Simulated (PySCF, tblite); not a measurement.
# C₅H₇FO₃: a rotation path, then NMR shifts on frames, part 2 of 2

tblite 0.8.0 and PySCF 2.14.0. Atoms count from 0.

**5. Nuclear shieldings: image 4, PBE0/pcSseg-1**

The job: settings as JSON, then the geometry in Å.

```
{"job": {"kind": "nmr", "xc": "PBE0", "basis": "pcSseg-1", "pop": false}, "charge": 0, "multiplicity": 1}
O      2.296200    -1.184100    -0.859700
C      1.748000    -0.243500    -0.362000
O      2.356700     0.610800     0.456900
C      0.271800     0.106000    -0.595400
F      0.165600     0.424200    -1.941800
C     -0.663400    -1.067700    -0.255400
C     -1.780600    -0.379300     0.539600
O     -1.153700     0.703700     1.190700
C     -0.276400     1.272900     0.253600
H      3.287300     0.362900     0.583500
H     -1.019800    -1.545800    -1.164700
H     -0.141500    -1.804600     0.353400
H     -2.558300    -0.007700    -0.142900
H     -2.231300    -1.011100     1.303200
H      0.498100     1.811600     0.795800
H     -0.806300     1.960500    -0.421200
```

Method: GIAO PBE0/pcSseg-1 NMR shielding, non-relativistic, gas phase.

Standard output:

```text
coarse grid: 14120 points
cycle   1  E = -519.3274059299  dE =  1.625e+00  |g| = 1.126e+00  |ddm| = 3.568e+00
cycle   2  E = -518.8414273804  dE =  4.860e-01  |g| = 2.001e+00  |ddm| = 2.173e+00
cycle   3  E = -519.5358790454  dE = -6.945e-01  |g| = 3.141e-01  |ddm| = 1.556e+00
cycle   4  E = -519.5520934737  dE = -1.621e-02  |g| = 1.145e-01  |ddm| = 2.662e-01
cycle   5  E = -519.5542183713  dE = -2.125e-03  |g| = 2.439e-02  |ddm| = 7.717e-02
cycle   6  E = -519.5543444819  dE = -1.261e-04  |g| = 6.540e-03  |ddm| = 2.433e-02
cycle   7  E = -519.5543524698  dE = -7.988e-06  |g| = 1.742e-03  |ddm| = 5.136e-03
final grid: 138872 points
cycle   8  E = -519.6469076894  dE = -2.697e-05  |g| = 1.576e-02  |ddm| = 2.868e-02
cycle   9  E = -519.6468313059  dE =  7.638e-05  |g| = 2.611e-02  |ddm| = 2.635e-02
cycle  10  E = -519.6469507462  dE = -1.194e-04  |g| = 2.901e-03  |ddm| = 1.717e-02
cycle  11  E = -519.6469522850  dE = -1.539e-06  |g| = 4.923e-04  |ddm| = 1.977e-03
cycle  12  E = -519.6469523217  dE = -3.674e-08  |g| = 1.838e-04  |ddm| = 4.985e-04
cycle  13  E = -519.6469523288  dE = -7.133e-09  |g| = 2.538e-05  |ddm| = 1.699e-04
cycle  14  E = -519.6469523290  dE = -1.274e-10  |g| = 5.457e-06  |ddm| = 2.639e-05
converged SCF energy = -519.6469523290

GIAO shielding tensors (ppm)
atom      isotropic    diamagn.    paramagn.     s11        s22        s33       span
  0 O      -96.608     400.188    -496.797   -315.741   -259.906    285.822    601.563
  1 C       12.356     249.547    -237.191    -95.662     56.412     76.317    171.979
  2 O      123.991     391.626    -267.635    -20.266    156.626    235.614    255.880
  3 C       81.947     243.755    -161.808     50.933     89.574    105.333     54.400
  4 F      348.693     473.688    -124.995    310.794    354.874    380.410     69.616
  5 C      142.548     249.287    -106.738    114.775    145.742    167.127     52.352
  6 C      115.123     245.859    -130.735     72.873    103.940    168.556     95.683
  7 O      273.072     395.974    -122.903    183.007    270.670    365.538    182.531
  8 C      106.565     245.275    -138.710     73.207    101.086    145.403     72.196
  9 H       25.306      28.982      -3.676     19.770     22.280     33.868     14.098
 10 H       29.157      30.158      -1.001     25.575     27.280     34.615      9.041
 11 H       29.377      30.904      -1.527     24.784     29.019     34.327      9.543
 12 H       27.728      29.056      -1.327     22.711     26.861     33.613     10.902
 13 H       27.474      28.405      -0.932     23.111     25.854     33.455     10.344
 14 H       26.373      29.191      -2.818     22.416     26.098     30.605      8.190
 15 H       27.729      29.360      -1.632     23.457     27.591     32.137      8.680
```

Run time: 51 s. Hardware: 1 thread of Arm Neoverse N1, shared host; peak memory 0.86 GiB.

Key values: δ C1 174.6, C3 105.0, C8 80.4, C6 71.8, H9 6.41, H14 5.34 ppm.

**6. Shielding tensors: image 6, PBE0/pcSseg-1**

The job: settings as JSON, then the geometry in Å.

```
{"job": {"kind": "nmr", "xc": "PBE0", "basis": "pcSseg-1", "pop": false}, "charge": 0, "multiplicity": 1}
O      2.478600    -0.638500    -1.274400
C      1.747100    -0.162100    -0.456900
O      2.136100     0.174800     0.774500
C      0.260800     0.116000    -0.667200
F      0.069300     0.341400    -2.016300
C     -0.617600    -1.062000    -0.202000
C     -1.723000    -0.355800     0.596300
O     -1.107800     0.787600     1.144300
C     -0.281400     1.317400     0.142000
H      3.081800    -0.007200     0.897700
H     -0.997100    -1.609300    -1.062300
H     -0.048600    -1.738300     0.434000
H     -2.543800    -0.059900    -0.072700
H     -2.115600    -0.949600     1.420500
H      0.503100     1.898100     0.624800
H     -0.849600     1.956500    -0.549000
```

With the program's defaults for keys left out, this is: GIAO PBE0/pcSseg-1 NMR shielding, non-relativistic, gas phase.

Standard output:

```text
coarse grid: 14120 points
cycle   1  E = -519.3272967874  dE =  1.631e+00  |g| = 1.131e+00  |ddm| = 3.567e+00
cycle   2  E = -518.8251518412  dE =  5.021e-01  |g| = 2.027e+00  |ddm| = 2.241e+00
cycle   3  E = -519.5380894249  dE = -7.129e-01  |g| = 3.138e-01  |ddm| = 1.612e+00
cycle   4  E = -519.5542640144  dE = -1.617e-02  |g| = 1.156e-01  |ddm| = 2.699e-01
cycle   5  E = -519.5564367381  dE = -2.173e-03  |g| = 2.461e-02  |ddm| = 7.892e-02
cycle   6  E = -519.5565631043  dE = -1.264e-04  |g| = 6.682e-03  |ddm| = 2.425e-02
cycle   7  E = -519.5565712555  dE = -8.151e-06  |g| = 1.818e-03  |ddm| = 5.152e-03
final grid: 138872 points
cycle   8  E = -519.6492870788  dE = -2.994e-05  |g| = 1.569e-02  |ddm| = 2.865e-02
cycle   9  E = -519.6492096914  dE =  7.739e-05  |g| = 2.615e-02  |ddm| = 2.598e-02
cycle  10  E = -519.6493296647  dE = -1.200e-04  |g| = 2.922e-03  |ddm| = 1.715e-02
cycle  11  E = -519.6493312096  dE = -1.545e-06  |g| = 4.825e-04  |ddm| = 1.970e-03
cycle  12  E = -519.6493312448  dE = -3.515e-08  |g| = 1.844e-04  |ddm| = 4.910e-04
cycle  13  E = -519.6493312521  dE = -7.321e-09  |g| = 2.591e-05  |ddm| = 1.732e-04
cycle  14  E = -519.6493312522  dE = -1.289e-10  |g| = 5.881e-06  |ddm| = 2.696e-05
converged SCF energy = -519.6493312522

GIAO shielding tensors (ppm)
atom      isotropic    diamagn.    paramagn.     s11        s22        s33       span
  0 O     -102.437     398.164    -500.601   -351.792   -252.072    296.553    648.345
  1 C       11.214     249.517    -238.303    -97.700     56.911     74.430    172.130
  2 O      135.644     392.916    -257.272     -4.221    161.988    249.164    253.385
  3 C       83.285     244.302    -161.017     52.790     82.569    114.496     61.706
  4 F      352.890     472.922    -120.032    317.590    361.821    379.259     61.669
  5 C      141.528     249.164    -107.636    110.967    144.870    168.746     57.779
  6 C      114.882     245.538    -130.656     72.455    104.083    168.108     95.653
  7 O      268.208     395.735    -127.527    177.588    263.889    363.147    185.559
  8 C      104.370     244.813    -140.443     70.418    101.920    140.772     70.354
  9 H       25.601      29.311      -3.710     19.940     22.423     34.441     14.500
 10 H       29.224      30.019      -0.795     25.403     27.450     34.818      9.415
 11 H       29.457      30.543      -1.086     25.253     28.671     34.446      9.193
 12 H       27.637      28.880      -1.243     22.642     26.630     33.637     10.995
 13 H       27.385      28.277      -0.892     23.180     25.682     33.293     10.113
 14 H       26.725      28.950      -2.225     23.712     26.327     30.136      6.424
 15 H       27.688      29.120      -1.433     23.162     27.620     32.281      9.119
```

It took 51 s on 1 thread of Arm Neoverse N1, shared host; peak memory 0.86 GiB.

In short: δ C1 175.7, C3 103.6, C8 82.6, C6 72.0, H9 6.12, H14 4.99 ppm.

**7. Shielding tensors: image 8, PBE0/pcSseg-1**

The job: settings as JSON, then the geometry in Å.

```
{"job": {"kind": "nmr", "xc": "PBE0", "basis": "pcSseg-1", "pop": false}, "charge": 0, "multiplicity": 1}
O      2.543900     0.125400    -1.397700
C      1.756700    -0.050000    -0.514700
O      2.109100    -0.373100     0.733800
C      0.247700     0.094100    -0.646000
F     -0.038100     0.226200    -1.990800
C     -0.565200    -1.062700    -0.051800
C     -1.763200    -0.325400     0.555900
O     -1.221300     0.878500     1.054200
C     -0.293600     1.339900     0.107700
H      3.075800    -0.431500     0.805100
H     -0.844600    -1.777100    -0.822600
H      0.012600    -1.556000     0.728200
H     -2.515000    -0.117400    -0.218600
H     -2.227500    -0.851700     1.388700
H      0.483300     1.893800     0.637100
H     -0.768100     1.995800    -0.635200
```

Method: GIAO PBE0/pcSseg-1 NMR shielding, non-relativistic, gas phase.

Standard output:

```text
coarse grid: 14120 points
cycle   1  E = -519.3292156655  dE =  1.632e+00  |g| = 1.132e+00  |ddm| = 3.560e+00
cycle   2  E = -518.8202160764  dE =  5.090e-01  |g| = 2.038e+00  |ddm| = 2.324e+00
cycle   3  E = -519.5410406117  dE = -7.208e-01  |g| = 3.108e-01  |ddm| = 1.674e+00
cycle   4  E = -519.5568428371  dE = -1.580e-02  |g| = 1.160e-01  |ddm| = 2.692e-01
cycle   5  E = -519.5590340864  dE = -2.191e-03  |g| = 2.472e-02  |ddm| = 8.032e-02
cycle   6  E = -519.5591613705  dE = -1.273e-04  |g| = 6.763e-03  |ddm| = 2.471e-02
cycle   7  E = -519.5591695766  dE = -8.206e-06  |g| = 1.877e-03  |ddm| = 5.163e-03
final grid: 138872 points
cycle   8  E = -519.6518289137  dE = -2.895e-05  |g| = 1.595e-02  |ddm| = 2.910e-02
cycle   9  E = -519.6517454702  dE =  8.344e-05  |g| = 2.696e-02  |ddm| = 2.760e-02
cycle  10  E = -519.6518728802  dE = -1.274e-04  |g| = 3.061e-03  |ddm| = 1.828e-02
cycle  11  E = -519.6518745805  dE = -1.700e-06  |g| = 4.830e-04  |ddm| = 2.058e-03
cycle  12  E = -519.6518746153  dE = -3.482e-08  |g| = 1.902e-04  |ddm| = 5.062e-04
cycle  13  E = -519.6518746231  dE = -7.802e-09  |g| = 2.726e-05  |ddm| = 1.829e-04
cycle  14  E = -519.6518746232  dE = -1.423e-10  |g| = 5.203e-06  |ddm| = 2.768e-05
converged SCF energy = -519.6518746232

GIAO shielding tensors (ppm)
atom      isotropic    diamagn.    paramagn.     s11        s22        s33       span
  0 O     -110.932     397.461    -508.392   -382.444   -248.975    298.623    681.066
  1 C       10.996     249.250    -238.255    -97.741     57.464     73.264    171.005
  2 O      139.191     393.205    -254.013     -0.999    163.799    254.774    255.774
  3 C       83.410     245.001    -161.591     55.046     80.877    114.306     59.259
  4 F      350.048     473.601    -123.552    313.540    341.961    394.644     81.104
  5 C      142.517     248.757    -106.241    120.273    140.213    167.064     46.792
  6 C      114.277     245.781    -131.504     71.258    104.553    167.020     95.762
  7 O      269.964     395.894    -125.930    183.216    260.162    366.515    183.299
  8 C      102.191     244.733    -142.542     65.675    100.845    140.053     74.378
  9 H       25.634      29.325      -3.691     19.910     22.366     34.626     14.716
 10 H       29.435      29.875      -0.440     25.884     27.348     35.072      9.187
 11 H       29.083      30.277      -1.195     24.339     28.570     34.339     10.000
 12 H       27.646      28.999      -1.353     22.959     26.296     33.684     10.724
 13 H       27.337      28.139      -0.802     23.144     25.617     33.249     10.105
 14 H       27.180      28.998      -1.819     23.810     26.883     30.846      7.036
 15 H       27.487      29.155      -1.668     22.753     27.597     32.110      9.357
```

Run time: 52 s. Hardware: 1 thread of Arm Neoverse N1, shared host; peak memory 0.86 GiB.

This run: δ C1 175.9, C3 103.5, C8 84.7, C6 72.6, H9 6.08, H14 4.54 ppm.

**8. Side by side: NMR shifts**

Shifts (ppm) of some atoms, chosen among heavy atoms and hydrogens apart, with basis size and wall time:

```tsv
frame	C5	H14	H11	O0	O2	O7	F4	functions	time
image 0	40.8	4.48	3.18	431.6	201.6	67.1	-184.5	188	49 s
image 2	40.4	4.97	2.83	444.6	205.0	62.8	-181.5	188	51 s
image 4	44.4	5.34	2.34	432.7	212.1	63.0	-177.7	188	51 s
image 6	45.4	4.99	2.26	438.5	200.4	67.9	-181.9	188	51 s
image 8	44.4	4.54	2.63	447.0	196.9	66.1	-179.1	188	52 s
```

**9. What came out**

This closing draws on all 2 parts.

| quantity | value |
| --- | --- |
| barrier | 0.091 eV (2.1 kcal/mol) at image 4 |
| end to end (GFN2-xTB) | 0.043 eV |
| ¹³C shifts against TMS (PBE0/pcSseg-1, image 0) | 177.1, 105.1, 83.7, 72.3, 40.8 ppm |
| ¹H shifts against TMS (PBE0/pcSseg-1, image 0) | 6.49, 4.48, 4.33, 4.14, 4.05, 3.18, 2.14 ppm |
| ¹⁷O shifts against H2O (PBE0/pcSseg-1, image 0) | 431.6, 201.6, 67.1 ppm |
| ¹⁹F shifts against CFCl3 (PBE0/pcSseg-1, image 0) | -184.5 ppm |
| range of the shift of O0 | 431.6 to 447.0 ppm |

What this shows: Along the band the dihedral turns by 151°, and the top (dihedral -6°) lies 2.1 kcal/mol above the start (GFN2-xTB, rough), so at room temperature this motion is fast. Ends this close can change order at a higher level. The top was not checked by a frequency run. Shifts at one fixed geometry are not the observed spectrum, which averages over the motion. In the first frame run (image 0): Shielding is most anisotropic at O0 (span 612 ppm, paramagnetic term -498 ppm). In ppm, O0 moves most: its shift spreads over 15.4 ppm, from 431.6 (image 0) to 447.0 (image 8).
